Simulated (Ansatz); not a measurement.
# CH₇ClSiSn: one species, many methods

The task here is to estimate one member of a computed series from the others.

Method: functionals in def2-TZVPP, the program's frozen cores in correlated methods; program: Ansatz 0.2.0, Gaussian basis.

The runs, in order: LDA (SPW92), PBE-D4, revPBE-D4, BLYP-D4, r2SCAN-D4, B97M-V, PBE0-D4, B3LYP-D4, r2SCANh-D4, r2SCAN0-D4, HSE06-D4, BHLYP-D4, CAM-B3LYP-D4, LC-ωPBE, ωB97X-V, ωB97M-V, B2PLYP, PBE-QIDH; CCSD(T)/def2-SVP; CCSD(T)/def2-TZVPP; MP2/def2-QZVPP; extrapolation to the limit; RPA on PBE.

## The relaxed structure

All runs share one geometry, relaxed beforehand with PBE0-D4 in a triple-zeta def2 set. Sn takes the def2 core potential; no spin-orbit term is included.

SMILES `ClC[SiH2][SnH3]`, 11 atoms, charge 0, spin multiplicity 1.

Atoms are counted from 1 here; the program's logs count them from 0.

Bond lengths: Cl1–C2 1.786 Å, C2–Si3 1.891 Å, C2–H5 1.090 Å, C2–H6 1.090 Å, Si3–Sn4 2.562 Å, Si3–H7 1.491 Å, Si3–H8 1.486 Å, Sn4–H9 1.704 Å, Sn4–H10 1.708 Å, Sn4–H11 1.709 Å. Angles: Cl1–C2–Si3 109.4°, Cl1–C2–H5 107.4°, Cl1–C2–H6 107.4°, Si3–C2–H5 112.0°, Si3–C2–H6 111.8°, H5–C2–H6 108.5°, C2–Si3–Sn4 109.5°, C2–Si3–H7 108.1°, C2–Si3–H8 108.6°, Sn4–Si3–H7 111.2°, Sn4–Si3–H8 110.9°, H7–Si3–H8 108.5°, Si3–Sn4–H9 111.8°, Si3–Sn4–H10 109.6°, Si3–Sn4–H11 110.4°, H9–Sn4–H10 108.8°, H9–Sn4–H11 108.2°, H10–Sn4–H11 108.0°.

Set-up of the first run:

in.yaml

```yaml
crystal:
  periodic: [false, false, false]
  atoms:
    - {symbol: Cl, position_ang: [-0.929909, 2.035381, 1.102564]}
    - {symbol: C, position_ang: [0.711845, 1.351967, 0.934221]}
    - {symbol: Si, position_ang: [0.590712, -0.512768, 0.644476]}
    - {symbol: Sn, position_ang: [-0.937001, -0.968562, -1.360969]}
    - {symbol: H, position_ang: [1.259498, 1.589328, 1.846789]}
    - {symbol: H, position_ang: [1.193347, 1.860858, 0.098928]}
    - {symbol: H, position_ang: [1.966569, -1.033489, 0.402513]}
    - {symbol: H, position_ang: [0.054261, -1.149828, 1.875686]}
    - {symbol: H, position_ang: [-2.584159, -0.875100, -0.935126]}
    - {symbol: H, position_ang: [-0.622658, 0.172021, -2.593294]}
    - {symbol: H, position_ang: [-0.637105, -2.526910, -1.995186]}
basis:
  gaussian: {orbitals: def2-TZVPP}
hamiltonian: {xc: lda}
output: {orbitals: {seedname: orbitals}}
```

Among the steps run: LDA; PBE-D4 (GGA); revPBE-D4 (GGA); BLYP-D4 (GGA); r2SCAN-D4 (meta-GGA); B97M-V (meta-GGA); PBE0-D4 (hybrid); B3LYP-D4 (hybrid); r2SCANh-D4 (hybrid); r2SCAN0-D4 (hybrid); HSE06-D4 (hybrid); BHLYP-D4 (hybrid); CAM-B3LYP-D4 (range-separated); LC-ωPBE (range-separated); ωB97X-V (range-separated); ωB97M-V (range-separated); B2PLYP (double hybrid); PBE-QIDH (double hybrid).

One table of the session follows, with a row left open; its other results are not shown here.

It belongs to the step «Frontier levels by functional». 

```
  functional  HOMO (eV)  gap (eV)
 LDA (SPW92)      -6.97      5.58
      PBE-D4      -6.86      5.66
   revPBE-D4      -6.81      5.70
     BLYP-D4      -6.71      5.63
   r2SCAN-D4      -7.13      6.22
      B97M-V      -7.23      6.15
     PBE0-D4          ?         ?
    B3LYP-D4      -7.76      7.19
  r2SCANh-D4      -7.53      6.93
  r2SCAN0-D4      -8.12      7.95
    HSE06-D4      -7.57      6.85
    BHLYP-D4      -8.92      9.39
CAM-B3LYP-D4      -9.19      9.80
     LC-ωPBE     -10.48     12.20
     ωB97X-V     -10.17     11.75
     ωB97M-V      -9.97     11.23
```

Q: Estimate the row for PBE0-D4 from the others.

**Answer.** HOMO (eV): -7.96; gap (eV): 7.61. In the column «HOMO (eV)» it lies between r2SCAN0-D4 (-8.12) and B3LYP-D4 (-7.76).
